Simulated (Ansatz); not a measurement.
# Si22H28 ring sphere (Si22H28): geometry, orbitals and charge

Aim: characterise Si22H28 ring sphere (Si22H28) as a singlet: its structure, frontier levels and distribution of charge.

Computed with Ansatz 0.2.0, Gaussian basis. Level: RKS PBE0-D4/def2-SVP.

Plan: relaxation at PBE-D4/def2-SVP; a single point at PBE0-D4/def2-SVP.

## (1) The system as given

50 atoms, charge 0, spin multiplicity 1.

Atoms are counted from 1 here; the program's logs count them from 0.

Bond lengths: Si1–Si14 2.334 Å, Si1–Si15 2.346 Å, Si1–H23 1.470 Å, Si1–H24 1.470 Å, Si2–Si15 2.346 Å, Si2–Si16 2.336 Å, Si2–H25 1.470 Å, Si2–H26 1.471 Å, Si3–Si14 2.334 Å, Si3–Si17 2.337 Å, Si3–H27 1.470 Å, Si3–H28 1.470 Å, Si4–Si14 2.335 Å, Si4–Si18 2.345 Å, Si4–H29 1.470 Å, Si4–H30 1.470 Å, Si5–Si15 2.377 Å, Si5–Si18 2.377 Å and more. Angles: Si14–Si1–Si15 112.3°, Si14–Si1–H23 110.8°, Si14–Si1–H24 111.0°, Si15–Si1–H23 109.7°, Si15–Si1–H24 109.4°, H23–Si1–H24 103.3°, Si15–Si2–Si16 112.3°, Si15–Si2–H25 109.4°, Si15–Si2–H26 109.8°, Si16–Si2–H25 111.0°, Si16–Si2–H26 110.7°, H25–Si2–H26 103.4°, Si14–Si3–Si17 108.4°, Si14–Si3–H27 111.1°, Si14–Si3–H28 111.2°, Si17–Si3–H27 111.5°, Si17–Si3–H28 111.5°, H27–Si3–H28 103.1° and more.

The start is a GFN2-xTB geometry.

## (2) Relaxation at PBE-D4/def2-SVP

The input, in.yaml:

```yaml
crystal:
  periodic: [false, false, false]
  atoms:
    - {symbol: Si, position_ang: [-3.600460, -0.917310, -1.866100]}
    - {symbol: Si, position_ang: [-3.599970, 1.867280, 0.917060]}
    - {symbol: Si, position_ang: [-0.928530, -0.927920, -4.587660]}
    - {symbol: Si, position_ang: [-0.921450, -3.598680, -1.862560]}
    - {symbol: Si, position_ang: [-0.836080, -0.834900, 0.838030]}
    - {symbol: Si, position_ang: [1.862680, -3.600990, 0.918030]}
    - {symbol: Si, position_ang: [1.794530, -0.852350, -1.794280]}
    - {symbol: Si, position_ang: [1.869430, -0.918510, 3.599700]}
    - {symbol: Si, position_ang: [-0.850890, 1.793140, -1.795350]}
    - {symbol: Si, position_ang: [-0.924420, 4.589240, 0.924940]}
    - {symbol: Si, position_ang: [1.797390, 1.794900, 0.850490]}
    - {symbol: Si, position_ang: [-0.917040, 1.868660, 3.598670]}
    - {symbol: Si, position_ang: [4.588640, -0.929670, 0.925840]}
    - {symbol: Si, position_ang: [-2.269850, -2.268590, -3.227410]}
    - {symbol: Si, position_ang: [-2.323710, 0.474360, -0.474070]}
    - {symbol: Si, position_ang: [-2.267080, 3.231370, 2.266320]}
    - {symbol: Si, position_ang: [0.410640, 0.408310, -3.216290]}
    - {symbol: Si, position_ang: [0.472750, -2.323690, -0.473210]}
    - {symbol: Si, position_ang: [0.477320, 0.475730, 2.324280]}
    - {symbol: Si, position_ang: [3.228080, -2.270740, 2.267270]}
    - {symbol: Si, position_ang: [3.217250, 0.408810, -0.411640]}
    - {symbol: Si, position_ang: [0.412860, 3.214640, -0.412560]}
    - {symbol: H, position_ang: [-4.516940, -0.101020, -2.676040]}
    - {symbol: H, position_ang: [-4.507570, -1.730540, -1.043260]}
    - {symbol: H, position_ang: [-4.505680, 1.044570, 1.732560]}
    - {symbol: H, position_ang: [-4.518000, 2.678650, 0.103660]}
    - {symbol: H, position_ang: [-1.744730, -0.114970, -5.501130]}
    - {symbol: H, position_ang: [-0.117790, -1.743730, -5.503460]}
    - {symbol: H, position_ang: [-1.738220, -4.498550, -1.035300]}
    - {symbol: H, position_ang: [-0.110270, -4.521780, -2.669720]}
    - {symbol: H, position_ang: [-1.687510, -1.686290, 1.693590]}
    - {symbol: H, position_ang: [1.038430, -4.504490, 1.733950]}
    - {symbol: H, position_ang: [2.671930, -4.520750, 0.104640]}
    - {symbol: H, position_ang: [2.640100, -1.718140, -2.640080]}
    - {symbol: H, position_ang: [1.043540, -1.731370, 4.504140]}
    - {symbol: H, position_ang: [2.680510, -0.106400, 4.518350]}
    - {symbol: H, position_ang: [-1.716940, 2.638980, -2.640390]}
    - {symbol: H, position_ang: [-1.740130, 5.502850, 0.111470]}
    - {symbol: H, position_ang: [-0.111680, 5.502250, 1.742160]}
    - {symbol: H, position_ang: [2.644110, 2.643300, 1.712550]}
    - {symbol: H, position_ang: [-1.731740, 1.044830, 4.503710]}
    - {symbol: H, position_ang: [-0.104450, 2.678260, 4.518700]}
    - {symbol: H, position_ang: [5.502860, -1.746530, 0.114490]}
    - {symbol: H, position_ang: [5.502980, -0.118180, 1.742670]}
    - {symbol: H, position_ang: [-3.122810, -3.122410, -4.078420]}
    - {symbol: H, position_ang: [-3.119110, 4.083370, 3.121040]}
    - {symbol: H, position_ang: [1.274520, 1.273410, -4.045580]}
    - {symbol: H, position_ang: [4.078570, -3.125860, 3.120200]}
    - {symbol: H, position_ang: [4.047380, 1.272680, -1.276080]}
    - {symbol: H, position_ang: [1.276520, 4.044770, -1.277930]}
basis:
  gaussian: {orbitals: def2-SVP, fitting: {mean_field: def2-universal-jkfit}}
hamiltonian: {xc: pbe, dispersion: d4}
scf: {lower_state_search: "off"}
output: {orbitals: {seedname: orbitals}}
relax: {f_tol: 0.03, max_steps: 70}
```

On the command line:

```sh
$ ansatz run in.yaml --threads 2 --pin off --events-out ev --progress --plain --max-ram 32768MiB --backend cuda --devices 0, --max-vram 18GiB
```

The runs that follow: Single point, PBE0-D4/def2-SVP.

Q: Predict the results of all the runs planned. Wanted: point group; commonest bond, hydrogen aside; HOMO, LUMO at PBE0-D4/def2-SVP; dipole at PBE-D4/def2-SVP.

As calculated:

| quantity | value |
| --- | --- |
| point group | C3v |
| commonest bond, hydrogen aside | Si–Si, 30 of mean length 2.353 Å |
| HOMO, LUMO at PBE0-D4/def2-SVP | -7.12, -1.45 eV |
| dipole at PBE-D4/def2-SVP | 0.07 D |

What this shows: The molecule keeps its bonding pattern by the stored test; the atoms moved 0.08 Å (rms). No usable vibrations, so a minimum isn't proven. The HOMO lies nearest to Si15, Si18, Si19 about 7 % each and the LUMO to Si5, Si18, Si19 about 6 % each. Whether this spin is the lowest isn't tested here.
